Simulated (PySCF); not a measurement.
# CGaN (Gallium Cyanide): the cost of one run

The runs use PySCF 2.14.0, with density-fitted response routines of our own; the level of theory stands in each step. All values are computed, except where a source is named. Atoms are numbered from 0 throughout.

### 1 The starting structure

3 atoms, charge 0, multiplicity 1; geometry from: GFN2-xTB.

Bonds of the start (Å): N0–C1 1.16, C1–Ga2 2.13.

### 2 Relaxing the molecule at PBE0-D3(BJ)/def2-SVP

The job: settings as JSON, then the geometry in Å.

```
{"job": {"xc": "PBE0", "basis": "def2-SVP", "d3": "d3bj", "grid": 1, "kind": "geom"}, "charge": 0, "multiplicity": 1}
N     -1.479408    -0.003452    -0.002536
C     -0.319589     0.008587    -0.011701
Ga     1.810478    -0.007673     0.001683
```

Started as:

```sh
$ OMP_NUM_THREADS=1 python probes_run.py task.json out
```

One launch serves the whole session: the jobs run in the order shown.

**Question.** How long does this first job take on 1 thread of Arm Neoverse V2, shared host, and how much memory does it need?

About 5 s, with a peak of 0.28 GiB.
